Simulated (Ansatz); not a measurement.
**C₃H₆SSi: a ladder of functionals and wavefunction methods**

How much do the methods differ for C₃H₆SSi? The plan is to run it at one geometry with functionals of several rungs and with coupled cluster, and see how far each lands from CCSD(T) at the basis-set limit for the atomisation energy.

Method: functionals in def2-TZVPP, the program's frozen cores in correlated methods; program: Ansatz 0.2.0, Gaussian basis.

Levels to be run: LDA (SPW92), PBE-D4, revPBE-D4, BLYP-D4, r2SCAN-D4, B97M-V, PBE0-D4, B3LYP-D4, r2SCANh-D4, r2SCAN0-D4, HSE06-D4, BHLYP-D4, CAM-B3LYP-D4, LC-ωPBE, ωB97X-V, ωB97M-V, B2PLYP, PBE-QIDH; CCSD(T)/def2-SVP; CCSD(T)/def2-TZVPP; MP2/def2-QZVPP; extrapolation to the limit; RPA on PBE.

## 1. Structure used throughout

An earlier PBE0-D4 in a triple-zeta def2 set relaxation fixed the geometry.

11 atoms, charge 0, spin multiplicity 1.

Atoms are counted from 1 here; the program's logs count them from 0.

Bond lengths: C1–Si2 1.858 Å, C1–H6 1.094 Å, C1–H7 1.091 Å, C1–H8 1.093 Å, Si2–C3 1.844 Å, Si2–S5 2.179 Å, Si2–H9 1.487 Å, C3–C4 1.342 Å, C3–H10 1.082 Å, C4–S5 1.781 Å, C4–H11 1.088 Å. Angles: Si2–C1–H6 110.2°, Si2–C1–H7 110.5°, Si2–C1–H8 110.6°, H6–C1–H7 108.7°, H6–C1–H8 108.0°, H7–C1–H8 108.7°, C1–Si2–C3 119.6°, C1–Si2–S5 115.2°, C1–Si2–H9 110.4°, C3–Si2–S5 80.3°, C3–Si2–H9 116.1°, S5–Si2–H9 112.1°, Si2–C3–C4 94.6°, Si2–C3–H10 140.0°, C4–C3–H10 125.3°, C3–C4–S5 112.4°, C3–C4–H11 128.5°, S5–C4–H11 119.1° and more.

## 2. LDA

This LDA is Slater exchange with PW92 correlation.

File in.yaml:

```yaml
crystal:
  periodic: [false, false, false]
  atoms:
    - {symbol: C, position_ang: [-1.032095, 0.763557, -1.304261]}
    - {symbol: Si, position_ang: [0.402333, -0.128131, -0.529720]}
    - {symbol: C, position_ang: [0.142781, -1.101701, 1.014623]}
    - {symbol: C, position_ang: [0.912590, -0.307649, 1.774442]}
    - {symbol: S, position_ang: [1.593654, 1.058294, 0.855822]}
    - {symbol: H, position_ang: [-1.676103, 0.055623, -1.833785]}
    - {symbol: H, position_ang: [-1.623757, 1.271930, -0.541160]}
    - {symbol: H, position_ang: [-0.680449, 1.504427, -2.026395]}
    - {symbol: H, position_ang: [1.238936, -0.773163, -1.576207]}
    - {symbol: H, position_ang: [-0.367213, -1.991989, 1.357055]}
    - {symbol: H, position_ang: [1.154722, -0.408296, 2.829987]}
basis:
  gaussian: {orbitals: def2-TZVPP}
hamiltonian: {xc: lda}
output: {orbitals: {seedname: orbitals}}
```

After this run come: PBE-D4 (GGA); revPBE-D4 (GGA); BLYP-D4 (GGA); r2SCAN-D4 (meta-GGA); B97M-V (meta-GGA); PBE0-D4 (hybrid); B3LYP-D4 (hybrid); r2SCANh-D4 (hybrid); r2SCAN0-D4 (hybrid); HSE06-D4 (hybrid); BHLYP-D4 (hybrid); CAM-B3LYP-D4 (range-separated); LC-ωPBE (range-separated); ωB97X-V (range-separated); ωB97M-V (range-separated); B2PLYP (double hybrid); PBE-QIDH (double hybrid); CCSD(T) in def2-SVP; CCSD(T) in def2-TZVPP; MP2 in def2-QZVPP; RPA on PBE orbitals.

Q: Predict the results of all the runs planned. Wanted: atomisation energy, CCSD(T)/CBS; farthest beyond LDA; mean size of error, GGA; mean size of error, meta-GGA; mean size of error, hybrid; mean size of error, range-separated; mean size of error, double hybrid; gap, smallest and largest; T1 diagnostic.

**Answer**, as computed:

| quantity | value |
| --- | --- |
| atomisation energy, CCSD(T)/CBS | 1020.2 kcal/mol |
| functionals within 5.1 kcal/mol (0.5 %) | revPBE-D4, B3LYP-D4, r2SCANh-D4, CAM-B3LYP-D4, LC-ωPBE, ωB97X-V, PBE-QIDH |
| farthest beyond LDA | BHLYP-D4 (-27.1 kcal/mol) |
| mean size of error, GGA | 10.2 kcal/mol |
| mean size of error, meta-GGA | 7.3 kcal/mol |
| mean size of error, hybrid | 9.3 kcal/mol |
| mean size of error, range-separated | 3.4 kcal/mol |
| mean size of error, double hybrid | 6.4 kcal/mol |
| gap, smallest and largest | 3.79 eV (LDA (SPW92)), 10.72 eV (LC-ωPBE) |
| T1 diagnostic | 0.0125 |
| triples share of the correlation energy | 4.7 % |

LDA overbinds by 144.8 kcal/mol (14 %). PBE-D4 is off by +23.9 kcal/mol. Double hybrids carry the basis error of their MP2 part in triple zeta, and no dispersion term here, so their miss is partly the set-up's. By mean error the best rung here is range-separated (3.4 kcal/mol) and the worst beyond LDA is GGA (10.2 kcal/mol). Misses under about 5.1 kcal/mol are within the doubt on the reference itself, which lacks core-valence correlation, relativity and higher excitations. Hartree-Fock recovers 74 % of the binding; the rest is correlation. CCSD(T) in def2-SVP is off by -59.2 kcal/mol, which most functionals beat. Orbital gaps span 3.8 to 10.7 eV; exact exchange widens them.
